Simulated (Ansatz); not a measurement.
This script makes a scan of the bond length of OTe with the Ansatz DFT code, driven from Python.

The script, `ote.py`:
```python
import ansatz as az
from ase.data import atomic_masses, atomic_numbers
import numpy as np

SETTINGS = {
    "basis": "def2-SVP",
    "xc": "r2scan0",
}

ote = (
    az.Crystal.molecule()
    .atom("Te", (0.0, 0.0, 0.0))
    .atom("O", (0.0, 0.0, 1.92))
)

symbols = [site.symbol for site in ote.cartesian_sites]
start = np.array([site.position_ang for site in ote.cartesian_sites])
axis = (start[1] - start[0]) / np.linalg.norm(start[1] - start[0])
moving = [1]
lengths, energies = [1.69, 1.766, 1.843, 1.92, 1.997, 2.074, 2.15, 2.266], []
for length in lengths:
    xyz = start.copy()
    xyz[moving] += (length - np.linalg.norm(start[1] - start[0])) * axis
    point = az.Crystal.molecule()
    for symbol, place in zip(symbols, xyz):
        point = point.atom(symbol, place.tolist())
    model = (
        point.calculation()
        .basis(gaussian=SETTINGS["basis"])
        .functional(SETTINGS["xc"])
        .spin("collinear", total=2)
    )
    rep = model.run(threads=1).report
    energies.append(rep["free_energy_ev"])
    print(f"r = {length:6.3f} A  E = {energies[-1]:.5f} eV  <S^2> = {abs(rep['mean_field']['state']['spin_squared']):.3f}")

fit = np.polynomial.Polynomial.fit(lengths, np.array(energies) - min(energies), 4).convert()
roots = [r.real for r in fit.deriv().roots() if abs(r.imag) < 1e-9 and fit.deriv(2)(r.real) > 0]
r_e = min(roots, key=lambda r: abs(r - lengths[int(np.argmin(energies))]))
print(f"minimum of the fit at {r_e:.4f} A, force constant {fit.deriv(2)(r_e):.2f} eV/A^2")
m1, m2 = (atomic_masses[atomic_numbers[s]] for s in symbols)
mu = m1 * m2 / (m1 + m2)
print(f"harmonic wavenumber {521.4709 * np.sqrt(fit.deriv(2)(r_e) / mu):.0f} 1/cm, rotational constant {16.857629 / (mu * r_e ** 2):.4f} 1/cm")
```

Its results, one of them left out:

| r (Å) | E less the lowest row shown (eV) |
| --- | --- |
| 1.690 | 0.5354 |
| 1.766 | 0.1150 |
| 1.843 | 0.0000 |
| 1.920 | ? |
| 1.997 | 0.3414 |
| 2.074 | 0.6746 |

What is the missing energy at 1.920 Å?

A cubic in 1/r through the 5 rows shown, E = -8.4648 +159.2594/r -500.2532/r² +434.0096/r³ (eV, Å), gives 0.0996 eV at 1.920 Å. The run gave 0.0993 eV, a miss of 0.3 meV.

The basis set is modest, and single-reference methods fail as a bond breaks. def2 sets replace the cores of elements past krypton by effective core potentials. The species is open-shell (spin multiplicity 3). Spin-orbit coupling of the heavy open-shell atom is left out. The spin state was assumed, and another may lie lower. It ran for 29 s on 1 thread of Intel(R) Xeon(R) Processor @ 2.30GHz (shared host), peak memory 0.25 GiB.
